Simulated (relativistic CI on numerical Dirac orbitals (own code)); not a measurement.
# Xe LII (Xe⁵¹⁺): levels and lines

What are the lowest levels and the strongest lines of Xe⁵¹⁺? One CI run answers it; runs with one setting changed show what the result hangs on.

Program: relativistic CI on numerical Dirac orbitals (own code) version 2. Level of theory: Dirac-Coulomb-Breit CI, KLI orbitals optimised for each configuration, model QED (radiative potential, 1s self-energy scaled to tabulated hydrogen-like ionisation energies). These are calculated values, not measurements, unless marked.

**1. What is computed**

| Property | Result |
| --- | --- |
| ion | Xe⁵¹⁺ (Xe LII) |
| nuclear charge | 54 |
| electrons | 3 |
| isotope | A = 132 |
| first configuration typed | [He] 2s |

Outer shells as boxes (Hund's rule):

first configuration typed
```
[He] core
2s [↑ ]
```

**2. CI with the chosen configurations**

Settings of the run:

```ini
atom Xe  Z=54  charge=51  electrons=3
nucleus A=132  rms_radius_fm=4.7859
hamiltonian dirac-coulomb  breit=on  qed=on  c_scale=1
orbitals kli  potential=per-configuration
slater_scale 1
correlation none
mixing on
configurations
  [He] 2s
  [He] 2p
  [He] 3s
  [He] 3p
  [He] 3d
  [He] 4s
  [He] 4p
  [He] 4d
  [He] 4f
  [He] 5s
  [He] 5p
  [He] 5d
  [He] 5f
  [He] 5g
  [He] 6s
  [He] 6p
  [He] 6d
end
```

**3. Non-relativistic limit (c × 1000)**

Changes to the settings of step 2:

```diff
@@ -2,3 +2,3 @@
 nucleus A=132  rms_radius_fm=4.7859
-hamiltonian dirac-coulomb  breit=on  qed=on  c_scale=1
+hamiltonian dirac-coulomb  breit=off  qed=off  c_scale=1000
 orbitals kli  potential=per-configuration
```

**4. The first 3 configurations alone**

Settings of the run:

```ini
atom Xe  Z=54  charge=51  electrons=3
nucleus A=132  rms_radius_fm=4.7859
hamiltonian dirac-coulomb  breit=on  qed=on  c_scale=1
orbitals kli  potential=per-configuration
slater_scale 1
correlation none
mixing on
configurations
  [He] 2s
  [He] 2p
  [He] 3s
end
```

(Steps that only read results are left out.)

Q: Predict the outcome of this session. Wanted: lowest level; first excitation; lowest level of the other parity; fastest E1 line; ionisation energy.

As calculated:

| run | time | mean size of shift, levels followed (cm⁻¹) | lowest level | ionisation energy (eV) |
| --- | --- | --- | --- | --- |
| main run | 1.1 s | 0 | 2s 2S1/2 | 9809.7 |
| non-relativistic limit (c × 1000) | 0.29 s | 2994652 | 2s 2S1/2 | - |
| the first 3 configurations alone | 0.079 s | 74.1 | 2s 2S1/2 | - |

The tabulated theoretical ionisation energy (NIST) is 9810.37 eV.

| quantity | value |
| --- | --- |
| lowest level | 2s 2S1/2 |
| first excitation | 2p 2P°1/2, 968165 cm⁻¹ |
| lowest level of the other parity | 2p 2P°1/2, 968165 cm⁻¹ |
| levels in the model | 29 |
| fastest E1 line (by rate) to the lowest level | 0.2190 nm, from 3p 2P°3/2 |
| ionisation energy | 9809.7 eV |
| ionisation energy, tabulated theoretical (NIST) | 9810.37 eV |

In words: The lowest level is 2s 2S1/2, 100 % pure in LS and 100 % in jj coupling; over the low levels the means are 100 and 100 %, so both schemes do about equally well. Against the tabulated theoretical ionisation energy the result lies 0.0064 % low. The largest mover is «non-relativistic limit (c × 1000)» (2994652 cm⁻¹ on average). Lifetimes count radiative decay inside the model alone.
